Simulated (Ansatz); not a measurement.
**ClH₆N₃Si: small, medium and large basis sets**

Aim: see how fast density functionals converge with the basis set for ClH₆N₃Si.

The runs use Ansatz 0.2.0, Gaussian basis; one geometry, several basis sets.

Levels to be run: PBE0-D4/def2-SVP; ωB97M-V/def2-SVP; PBE0-D4/def2-QZVPP; ωB97M-V/def2-QZVPP; the functionals' def2-TZVPP values are taken from earlier runs.

## (1) Structure used throughout

An earlier PBE0-D4 in a triple-zeta def2 set relaxation fixed the geometry.

SMILES `N[Si](N)(N)Cl`, 11 atoms, charge 0, spin multiplicity 1.

Atoms are counted from 1 here; the program's logs count them from 0.

Bond lengths: N1–Si2 1.701 Å, N1–H6 1.006 Å, N1–H7 1.006 Å, Si2–N3 1.701 Å, Si2–N4 1.700 Å, Si2–Cl5 2.089 Å, N3–H8 1.006 Å, N3–H9 1.006 Å, N4–H10 1.006 Å, N4–H11 1.006 Å. Angles: Si2–N1–H6 121.8°, Si2–N1–H7 118.5°, H6–N1–H7 112.2°, N1–Si2–N3 110.0°, N1–Si2–N4 109.9°, N1–Si2–Cl5 109.1°, N3–Si2–N4 110.3°, N3–Si2–Cl5 108.7°, N4–Si2–Cl5 108.8°, Si2–N3–H8 121.9°, Si2–N3–H9 118.6°, H8–N3–H9 112.3°, Si2–N4–H10 118.7°, Si2–N4–H11 122.0°, H10–N4–H11 112.4°.

## (2) PBE0-D4 in def2-SVP

Input file in.yaml:

```yaml
crystal:
  periodic: [false, false, false]
  atoms:
    - {symbol: N, position_ang: [-1.175079, 1.112536, -0.154429]}
    - {symbol: Si, position_ang: [0.212169, 0.150612, 0.051894]}
    - {symbol: N, position_ang: [-0.003586, -0.905776, 1.367136]}
    - {symbol: N, position_ang: [0.521631, -0.731045, -1.368438]}
    - {symbol: Cl, position_ang: [1.849267, 1.385896, 0.447340]}
    - {symbol: H, position_ang: [-1.128002, 2.031608, -0.560842]}
    - {symbol: H, position_ang: [-1.919791, 1.030689, 0.517016]}
    - {symbol: H, position_ang: [0.237293, -0.639718, 2.306842]}
    - {symbol: H, position_ang: [0.099575, -1.894356, 1.212028]}
    - {symbol: H, position_ang: [-0.080969, -0.595776, -2.162382]}
    - {symbol: H, position_ang: [1.452792, -1.001771, -1.635467]}
basis:
  gaussian: {orbitals: def2-SVP}
hamiltonian: {xc: pbe0, dispersion: d4}
output: {orbitals: {seedname: orbitals}}
```

Command:

```bash
$ ansatz run in.yaml --threads 4 --pin off --events-out ev --progress --plain --max-ram 10444MiB
```

The runs that follow: ωB97M-V in def2-SVP; PBE0-D4 in def2-QZVPP; ωB97M-V in def2-QZVPP.

Before running them: what should the planned runs give, taken together? Wanted: PBE0-D4: double and triple zeta above quadruple; ωB97M-V: double and triple zeta above quadruple.

The runs gave:

```
                                       quantity           value
PBE0-D4: double and triple zeta above quadruple  13.95, 0.94 eV
ωB97M-V: double and triple zeta above quadruple  14.04, 0.89 eV
```

What this shows: For PBE0-D4 the step from double to triple zeta gains 13.00 eV and the next only 0.94 eV. Total energies overstate the basis error of differences, where much of it tends to cancel. The LUMO of ωB97M-V is positive and keeps falling with the basis (3.21 to 1.50 eV): an unbound level that the basis holds in place.
